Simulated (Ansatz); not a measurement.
**ClF2ISi: small, medium and large basis sets**

How large a basis does ClF2ISi need? Two functionals are run in growing sets.

Program: Ansatz 0.2.0, Gaussian basis. Level of theory: one geometry, several basis sets. These are calculated values, not measurements.

The runs, in order: PBE0-D4/def2-SVP; ωB97M-V/def2-SVP; PBE0-D4/def2-QZVPP; ωB97M-V/def2-QZVPP; the functionals' def2-TZVPP values are taken from earlier runs.

1 further run of the same task is left out (for a known fault of the program).

### Step 1. The relaxed structure

All runs share one geometry, relaxed beforehand with PBE0-D4 in a triple-zeta def2 set. I takes the def2 core potential; no spin-orbit term is included.

SMILES `F[Si](F)(Cl)I`, 5 atoms, charge 0, spin multiplicity 1.

Atoms are counted from 1 here; the program's logs count them from 0.

Bond lengths: F1–Si2 1.574 Å, Si2–F3 1.574 Å, Si2–Cl4 2.014 Å, Si2–I5 2.392 Å. Angles: F1–Si2–F3 107.3°, F1–Si2–Cl4 108.7°, F1–Si2–I5 109.6°, F3–Si2–Cl4 108.7°, F3–Si2–I5 109.6°, Cl4–Si2–I5 112.7°.

### Step 2. PBE0-D4 in def2-SVP

Contents of in.yaml:

```yaml
crystal:
  periodic: [false, false, false]
  atoms:
    - {symbol: F, position_ang: [1.422849, -0.859025, 0.034344]}
    - {symbol: Si, position_ang: [0.029155, -0.127217, 0.051029]}
    - {symbol: F, position_ang: [-0.675268, -0.490425, 1.411202]}
    - {symbol: Cl, position_ang: [-1.090399, -0.835015, -1.465490]}
    - {symbol: I, position_ang: [0.363663, 2.238082, -0.072483]}
basis:
  gaussian: {orbitals: def2-SVP}
hamiltonian: {xc: pbe0, dispersion: d4}
output: {orbitals: {seedname: orbitals}}
```

Launch:

```bash
$ ansatz run in.yaml --threads 2 --pin off --events-out ev --progress --plain --max-ram 32768MiB --backend cpu
```

Further steps of the session: ωB97M-V in def2-SVP; PBE0-D4 in def2-QZVPP; ωB97M-V in def2-QZVPP.

Q: Predict the results of all the runs planned. Wanted: PBE0-D4: double and triple zeta above quadruple; ωB97M-V: double and triple zeta above quadruple.

As calculated:

| quantity | value |
| --- | --- |
| PBE0-D4: double and triple zeta above quadruple | 15.68, 0.98 eV |
| ωB97M-V: double and triple zeta above quadruple | 15.68, 0.92 eV |

For PBE0-D4 the step from double to triple zeta gains 14.70 eV and the next only 0.98 eV. Total energies overstate the basis error of differences, where much of it tends to cancel.
